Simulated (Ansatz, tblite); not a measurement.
**The cluster Ge12N: rung by rung**

Aim: run the doublet of the cluster Ge12N at one geometry on many levels, and compare frontier levels, spin and run time.

Program: Ansatz 0.2.0, Gaussian basis. Level of theory: as each input shows. These are calculated values, not measurements.

Levels to be run: GFN1-xTB, GFN2-xTB, PBE-D4/def2-TZVP, r2SCAN-D4/def2-TZVP, revPBE-D4/def2-TZVP, PBE-D4/def2-SVP, PBE0-D4/def2-SVP, HF/STO-3G, MP2/def2-SVP, RPA/def2-SVP.

2 further runs of the same task are left out: 2 set aside as unsound or not needed.

## (1) The geometry

The geometry is that of the doublet, from an earlier relaxation (PBE-D4/def2-SVP). At that level it is the lowest of the isomers that a small search found.

13 atoms, charge 0, spin multiplicity 2.

Bond lengths: N1–Ge3 1.872 Å, N1–Ge8 1.907 Å, N1–Ge12 1.908 Å, Ge2–Ge4 2.582 Å, Ge2–Ge5 2.750 Å, Ge2–Ge13 2.735 Å, Ge3–Ge4 2.855 Å, Ge4–Ge6 2.487 Å, Ge4–Ge10 2.487 Å, Ge4–Ge11 2.582 Å, Ge5–Ge7 2.724 Å, Ge5–Ge9 2.811 Å, Ge5–Ge11 2.750 Å, Ge5–Ge13 2.725 Å, Ge6–Ge13 2.608 Å, Ge7–Ge9 2.640 Å, Ge7–Ge10 2.607 Å, Ge7–Ge11 2.735 Å and more. Angles: Ge3–N1–Ge8 111.9°, Ge3–N1–Ge12 111.8°, Ge8–N1–Ge12 109.8°, Ge4–Ge2–Ge5 80.0°, Ge4–Ge2–Ge13 69.7°, Ge5–Ge2–Ge13 59.6°, N1–Ge3–Ge4 91.5°, Ge2–Ge4–Ge3 146.1°, Ge2–Ge4–Ge6 74.6°, Ge2–Ge4–Ge10 142.4°, Ge2–Ge4–Ge11 67.8°, Ge3–Ge4–Ge6 71.5°, Ge3–Ge4–Ge10 71.4°, Ge3–Ge4–Ge11 146.1°, Ge6–Ge4–Ge10 142.8°, Ge6–Ge4–Ge11 142.3°, Ge10–Ge4–Ge11 74.6°, Ge2–Ge5–Ge7 104.7° and more.

PBE0-D4/def2-TZVP was run before; its log isn't repeated, and its numbers join the tables.

## (2) GFN1-xTB

Tight binding, by tblite at 300 K electronic temperature and without a spin-polarisation term:

```python
tblite.interface.Calculator('GFN1-xTB', numbers, positions, charge=0, uhf=1).singlepoint()
```

Energy -630.2755 eV; 0.074 s.

## (3) GFN2-xTB

Tight binding, by tblite at 300 K electronic temperature and without a spin-polarisation term:

```python
tblite.interface.Calculator('GFN2-xTB', numbers, positions, charge=0, uhf=1).singlepoint()
```

Energy -716.7441 eV; 0.11 s.

## (4) PBE-D4/def2-TZVP

start.molden holds the orbitals of an earlier run on this state, given as this run's starting guess.

Contents of in.yaml:

```yaml
crystal:
  periodic: [false, false, false]
  atoms:
    - {symbol: N, position_ang: [-1.114259, 1.333443, 2.042381]}
    - {symbol: Ge, position_ang: [2.110411, -2.095509, -0.901742]}
    - {symbol: Ge, position_ang: [0.684906, 1.825552, 2.203961]}
    - {symbol: Ge, position_ang: [1.400233, 0.240061, -0.059794]}
    - {symbol: Ge, position_ang: [-0.252200, -1.790572, -2.274766]}
    - {symbol: Ge, position_ang: [1.515842, -1.188033, 1.972671]}
    - {symbol: Ge, position_ang: [-0.911912, 0.831941, -1.944314]}
    - {symbol: Ge, position_ang: [-1.360123, -0.545981, 2.251678]}
    - {symbol: Ge, position_ang: [-2.340155, -0.935088, -0.599193]}
    - {symbol: Ge, position_ang: [0.759940, 2.508500, -0.852431]}
    - {symbol: Ge, position_ang: [1.649889, 0.163341, -2.628984]}
    - {symbol: Ge, position_ang: [-1.858675, 1.899826, 0.379414]}
    - {symbol: Ge, position_ang: [-0.283909, -2.247461, 0.411118]}
basis:
  gaussian: {orbitals: def2-TZVP, fitting: {mean_field: def2-universal-jkfit}, initial_orbitals: start.molden}
magnetization: {spin_polarized: true, initial_magnetization: 1}
hamiltonian: {xc: pbe, dispersion: d4}
scf: {omitted_lower_state_checks: [starts]}
output: {forces: true, orbitals: {seedname: orbitals}}
```

Run with:

```bash
$ ansatz run in.yaml --threads 2 --pin off --events-out ev --progress --plain --max-ram 32768MiB --backend cuda --devices 0, --max-vram 18GiB
```

The runs that follow: r2SCAN-D4/def2-TZVP; revPBE-D4/def2-TZVP; PBE-D4/def2-SVP; PBE0-D4/def2-SVP; HF/STO-3G; MP2/def2-SVP; RPA/def2-SVP.

Q: Predict the results of all the runs planned. Wanted: gap in def2-TZVP, named functionals, smallest and largest; correlation energy, MP2/def2-SVP; binding an atom, functionals in def2-TZVP; ⟨S²⟩ in def2-TZVP, named functionals, smallest and largest; PBE0 total energy, smallest basis above largest.

The runs gave:

| quantity | value |
| --- | --- |
| gap in def2-TZVP, named functionals, smallest and largest | 0.30 eV (PBE-D4), 1.48 eV (PBE0-D4) |
| correlation energy, MP2/def2-SVP | -81.70 eV |
| binding an atom, functionals in def2-TZVP | 3.31 (PBE0-D4) to 3.51 eV (PBE-D4) |
| ⟨S²⟩ in def2-TZVP, named functionals, smallest and largest | 0.755, 0.767 |
| PBE0 total energy, smallest basis above largest | 87.14 eV (def2-SVP, def2-TZVP) |

**Reading.** Orbital gaps of the named functionals in def2-TZVP span 0.30 eV (PBE-D4) to 1.48 eV (PBE0-D4); exact exchange widens it. Over the named functionals in def2-TZVP spin contamination reaches 0.02 (r2SCAN-D4), which is small.
